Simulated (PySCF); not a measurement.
**BH3O3 (B(OH)3), step by step**

Aim: a saddle-point search (HF-D4/pob-TZVP), then the harmonic vibrations, then a single-point energy, then the energy (MP2/def2-TZVPP), then a single-point energy of BH3O3 (B(OH)3). 

The results are computed with PySCF 2.14.0.

## (1) Starting point

BH3O3 has 7 atoms, charge 0, and is taken as a singlet. As SMILES, `OB(O)O`. The run starts from this shape.

Bond lengths: B1–O2 1.350 Å, B1–O4 1.372 Å, B1–O6 1.357 Å, O2–H3 0.957 Å, O4–H5 0.955 Å, B1–H7 1.260 Å. Angles: O2–B1–O4 118.3°, O2–B1–O6 117.6°, O4–B1–O6 124.1°, B1–O2–H3 113.2°, O2–B1–H7 175.0°, O4–B1–H7 66.7°, O6–B1–H7 57.4°, B1–O4–H5 117.5°.

## (2) A transition-state search at HF-D4/pob-TZVP (sfX2C, density fitting with aug-cc-pvtz-jkfit) (run 1)

Input file job.py:

```python
from pyscf import gto
from pyscf.geomopt.geometric_solver import kernel as optimise

mol = gto.Mole()
mol.atom = [
    ('B', (0.179410, -0.132540, -0.077360)),
    ('O', (1.490810, -0.199570, -0.389610)),
    ('H', (1.952260, 0.628070, -0.259260)),
    ('O', (-0.320640, 1.062710, 0.374830)),
    ('H', (-1.250820, 1.097850, 0.589780)),
    ('O', (-0.562320, -1.258630, -0.232330)),
    ('H', (-1.051613, -0.176165, 0.187744)),
]
mol.max_memory = 1860
mol.basis = 'pob-tzvp'
mol.verbose = 3
mol.build()

hf = mol.RHF()
hf = hf.sfx2c1e()
hf = hf.density_fit(auxbasis='aug-cc-pvtz-jkfit')
hf.disp = 'd4'
converged, mol_eq = optimise(hf, maxsteps=60, transition=True, hessian=True)
print('converged:', converged)
print(mol_eq.tostring())

hf.reset(mol_eq)
mol = mol_eq
hf.kernel()
e_tot = hf.e_tot
print('E = %.10f Eh' % e_tot)
```

Started as:

```console
OMP_NUM_THREADS=1 python job.py
```

Standard output:

```text
converged SCF energy = -251.274188208397

WARN: DFTD4 does not support analytical Hessian, using finite difference.

WARN: Mole.unit (angstrom) is changed to Bohr

[... 60 lines left out ...]
WARN: Mole.unit (angstrom) is changed to Bohr
[... 99 lines left out ...]
converged SCF energy = -251.28120373307
[... 259 lines left out ...]
converged SCF energy = -251.302549925737
[... 261 lines left out ...]
converged SCF energy = -251.309465967946
[... 196 lines left out ...]
Inverse iteration for Cartesians failed
[... 66 lines left out ...]
converged SCF energy = -251.312660991908
[... 249 lines left out ...]
Converged! =D
[... 1 line left out ...]
converged: True
B           0.29566850       -0.37308049       -0.17285586
O           1.58618957       -0.08200479       -0.36554943
H           1.91439881        0.78064622       -0.18966888
O          -0.70230182        0.69408622        0.34979811
H          -0.83824034        1.57841245        0.63945307
O          -0.53694022       -1.33195991       -0.27125380
H          -1.28168707       -0.24437513        0.20387067
converged SCF energy = -251.320136264553
E = -251.3201362646 Eh
```

Wall time 4.8 min (1 thread of Intel Xeon at 2.50GHz (Skylake/Cascade Lake), shared host); peak memory 0.78 GiB.

Steps, from the record of the run:

| step | energy from the first frame kept (eV) | largest force (eV/Å) |
| --- | --- | --- |
| 0 | 0.0000 | 7.8645 |
| 2 | -0.1307 | 7.6203 |
| 4 | -0.2041 | 6.8542 |
| 6 | -0.0802 | 5.4146 |
| 8 | -0.1511 | 3.7797 |
| 10 | -0.5308 | 2.0312 |
| 12 | -0.6847 | 1.2128 |
| 14 | -0.8332 | 1.2040 |
| 16 | 0.3741 | 4.6814 |
| 18 | -0.9351 | 1.1509 |
| 20 | -0.9071 | 1.2186 |
| 22 | -0.9497 | 1.2878 |
| 24 | -0.9625 | 1.5759 |
| 26 | -0.9252 | 1.0728 |
| 28 | -0.9302 | 1.1284 |
| 30 | -0.9433 | 1.2201 |
| 32 | -1.0469 | 1.6254 |
| 34 | -1.1793 | 0.8962 |
| 36 | -1.2480 | 0.1239 |
| 38 | -1.2491 | 0.1188 |
| 40 | -1.2503 | 0.0097 |
| 41 | -1.2503 | 0.0082 |

After the run. Bond lengths: B1–O2 1.337 Å, B1–O4 1.552 Å, B1–O6 1.274 Å, O2–H3 0.940 Å, O4–H5 0.940 Å, O4–H7 1.113 Å. Angles: O2–B1–O4 121.3°, O2–B1–O6 141.6°, O4–B1–O6 97.1°, B1–O2–H3 120.7°, B1–O4–H5 147.5°, B1–O4–H7 73.2°, H5–O4–H7 139.3°.

## (3) Vibrational wavenumbers at HF-D4/pob-TZVP (sfX2C, density fitting with aug-cc-pvtz-jkfit) (run 2)

Input file job.py:

```python
from pyscf import gto, scf, symm
from pyscf.hessian import thermo

mol = gto.M(
    atom=[
    ('B', (0.157551, -0.156052, -0.079026)),
    ('O', (1.448072, 0.135023, -0.271719)),
    ('H', (1.776281, 0.997674, -0.095839)),
    ('O', (-0.840420, 0.911114, 0.443628)),
    ('H', (-0.976358, 1.795440, 0.733283)),
    ('O', (-0.675058, -1.114932, -0.177424)),
    ('H', (-1.419805, -0.027347, 0.297701)),
],
    verbose=3,
    max_memory=1860,
    basis='pob-tzvp',
)

mf = scf.RHF(mol)
mf = mf.sfx2c1e()
mf = mf.density_fit(auxbasis='aug-cc-pvtz-jkfit')
mf.disp = 'd4'
mf.kernel()

energy = mf.e_tot
print('E = %.10f Eh' % energy)
hess = mf.Hessian().kernel()
modes = thermo.harmonic_analysis(mol, hess)
thermo.dump_normal_mode(mol, modes)
symm.geom.TOLERANCE = 1e-3  # for the symmetry number
th = thermo.thermo(mf, modes['freq_au'], 1200, 101325)
thermo.dump_thermo(mol, th)
```

Started as:

```console
OMP_NUM_THREADS=1 python job.py
```

Standard output:

```text
converged SCF energy = -251.32013626453
E = -251.3201362645 Eh

WARN: DFTD4 does not support analytical Hessian, using finite difference.

WARN: Mole.unit (angstrom) is changed to Bohr

[... 84 lines left out ...]
Gibbs free energy [Eh] -251.42001
```

Wall time 1.7 min (1 thread of Intel Xeon at 2.50GHz (Skylake/Cascade Lake), shared host); peak memory 0.77 GiB.

## (4) A single-point energy at HF-D4/pob-TZVP (sfX2C, density fitting with aug-cc-pvtz-jkfit) (run 4)

Input file job.py:

```python
# B(OH)3
from pyscf import gto, scf

mol = gto.M(
    atom=[
    ('B', (0.179410, -0.132540, -0.077360)),
    ('O', (1.490810, -0.199570, -0.389610)),
    ('H', (1.952260, 0.628070, -0.259260)),
    ('O', (-0.320640, 1.062710, 0.374830)),
    ('H', (-1.250820, 1.097850, 0.589780)),
    ('O', (-0.562320, -1.258630, -0.232330)),
    ('H', (-1.488690, -1.197890, -0.006060)),
],
    spin=0,
    basis='pob-tzvp',
    max_memory=1860,
    verbose=3,
)

myscf = scf.RHF(mol)
myscf = myscf.x2c()
myscf = myscf.density_fit(auxbasis='aug-cc-pvtz-jkfit')
myscf.disp = 'd4'
myscf.kernel()

e_tot = myscf.e_tot
print('Final energy', e_tot)
```

Started as:

```console
OMP_NUM_THREADS=1 python job.py
```

Standard output:

```text
converged SCF energy = -251.435295197481
Final energy -251.43529519748117
```

Wall time 2.9 s (1 thread of Intel Xeon at 2.50GHz (Skylake/Cascade Lake), shared host); peak memory 0.15 GiB.

## (5) A single-point energy at MP2/def2-TZVPP (sfX2C, density fitting) (run 5)

Input file calc.py:

```python
# B(OH)3
from pyscf import gto, mp
from pyscf import df

molecule = gto.M(
    atom=[
    ('B', (0.295669, -0.373080, -0.172856)),
    ('O', (1.586190, -0.082005, -0.365549)),
    ('H', (1.914399, 0.780646, -0.189669)),
    ('O', (-0.702302, 0.694086, 0.349798)),
    ('H', (-0.838240, 1.578412, 0.639453)),
    ('O', (-0.536940, -1.331960, -0.271254)),
    ('H', (-1.281687, -0.244375, 0.203871)),
],
    charge=0,
    basis='def2-tzvpp',
    max_memory=1860,
    verbose=3,
)

calc0 = molecule.RHF()
calc0 = calc0.x2c()
calc0 = calc0.density_fit(auxbasis=df.aug_etb(molecule, beta=2.0))
calc0.kernel()

pt = mp.MP2(calc0, frozen=4).run()
e_final = pt.e_tot
print('Final energy', e_final)
dip = calc0.dip_moment()
pop, q = calc0.mulliken_pop()
```

Started as:

```console
OMP_NUM_THREADS=1 python calc.py
```

Standard output:

```text
converged SCF energy = -251.343139722344
[... 2 lines left out ...]
Final energy -252.1755032802902
Dipole moment(X, Y, Z, Debye):  0.04368,  5.79687,  1.67189
[... 174 lines left out ...]
charge of    6H =      0.37489
```

Run time: 6.9 s. Hardware: 1 thread of Intel Xeon at 2.50GHz (Skylake/Cascade Lake), shared host; peak memory 0.3 GiB.

## (6) The energy at MP2/def2-TZVPP (sfX2C, density fitting) (run 6)

Input file job.py:

```python
from pyscf import gto, mp
from pyscf import df

system = gto.M(
    atom=[
    ('B', (0.179410, -0.132540, -0.077360)),
    ('O', (1.490810, -0.199570, -0.389610)),
    ('H', (1.952260, 0.628070, -0.259260)),
    ('O', (-0.320640, 1.062710, 0.374830)),
    ('H', (-1.250820, 1.097850, 0.589780)),
    ('O', (-0.562320, -1.258630, -0.232330)),
    ('H', (-1.488690, -1.197890, -0.006060)),
],
    basis='def2-tzvpp',
    max_memory=1860,
    spin=0,
    verbose=3,
)

calc0 = system.RHF()
calc0 = calc0.sfx2c1e()
calc0 = calc0.density_fit(auxbasis=df.aug_etb(system, beta=2.0))
calc0.kernel()

pt = mp.MP2(calc0, frozen=4).run()
e_tot = pt.e_tot
print('E(%s) = %.9f' % ('MP2', e_tot))
calc0.analyze()
```

Started as:

```console
OMP_NUM_THREADS=1 python job.py
```

Standard output:

```text
converged SCF energy = -251.460318090894
[... 29 lines left out ...]
MO #26  energy= 0.472731426268316  occ= 0
[... 27 lines left out ...]
MO #54  energy= 1.32771331914063   occ= 0
[... 27 lines left out ...]
MO #82  energy= 2.69040351915758   occ= 0
[... 27 lines left out ...]
MO #110 energy= 4.04409599935775   occ= 0
[... 27 lines left out ...]
MO #138 energy= 6.41567369264884   occ= 0
[... 27 lines left out ...]
MO #166 energy= 44.8536476280302   occ= 0
[... 8 lines left out ...]
Dipole moment(X, Y, Z, Debye): -2.47330,  1.55095,  0.98906
```

It took 6.6 s on 1 thread of Intel Xeon at 2.50GHz (Skylake/Cascade Lake), shared host; peak memory 0.3 GiB.

## (7) Results

| quantity | value |
| --- | --- |
| run 1, HF-D4/pob-TZVP: total energy at the end | -251.32014 Eh |
| run 1, HF-D4/pob-TZVP: dipole moment | 6.13 D |
| run 1, HF-D4/pob-TZVP: HOMO energy | -12.15 eV |
| run 1, HF-D4/pob-TZVP: LUMO energy | 5.09 eV |
| run 1, HF-D4/pob-TZVP: HOMO–LUMO gap | 17.24 eV |
| run 1, HF-D4/pob-TZVP: dispersion energy | -33.42 kJ/mol |
| run 2, HF-D4/pob-TZVP: lowest harmonic wavenumber | 1790i cm⁻¹ (imaginary) |
| run 2, HF-D4/pob-TZVP: highest harmonic wavenumber | 4218 cm⁻¹ |
| run 4, HF-D4/pob-TZVP: total energy | -251.43530 Eh |
| run 4, HF-D4/pob-TZVP: dipole moment | 3.16 D |
| run 4, HF-D4/pob-TZVP: HOMO energy | -13.65 eV |
| run 4, HF-D4/pob-TZVP: LUMO energy | 5.23 eV |
| run 4, HF-D4/pob-TZVP: HOMO–LUMO gap | 18.88 eV |
| run 4, HF-D4/pob-TZVP: dispersion energy | -34.01 kJ/mol |
| run 5, MP2/def2-TZVPP: total energy | -252.17550 Eh |
| run 5, MP2/def2-TZVPP: dipole moment (Hartree–Fock density) | 6.03 D |
| run 5, MP2/def2-TZVPP: HOMO energy (Hartree–Fock orbitals) | -12.20 eV |
| run 5, MP2/def2-TZVPP: LUMO energy (Hartree–Fock orbitals) | 2.34 eV |
| run 5, MP2/def2-TZVPP: HOMO–LUMO gap (Hartree–Fock orbitals) | 14.54 eV |
| run 5, MP2/def2-TZVPP: correlation energy (4 core orbitals frozen) | -832.4 mEh |
| run 6, MP2/def2-TZVPP: total energy | -252.27357 Eh |
| run 6, MP2/def2-TZVPP: dipole moment (Hartree–Fock density) | 3.08 D |
| run 6, MP2/def2-TZVPP: HOMO energy (Hartree–Fock orbitals) | -13.67 eV |
| run 6, MP2/def2-TZVPP: LUMO energy (Hartree–Fock orbitals) | 2.74 eV |
| run 6, MP2/def2-TZVPP: HOMO–LUMO gap (Hartree–Fock orbitals) | 16.41 eV |
| run 6, MP2/def2-TZVPP: correlation energy (4 core orbitals frozen) | -813.3 mEh |

In words: 2 modes are imaginary (lowest 1790i cm⁻¹): a higher-order saddle point. Mulliken charges (run 2, HF-D4/pob-TZVP) run from -0.96 on O6 to +1.29 on B1. Mulliken charges (run 5, MP2/def2-TZVPP) of the mean-field density run from -0.58 on O6 to +0.58 on B1.
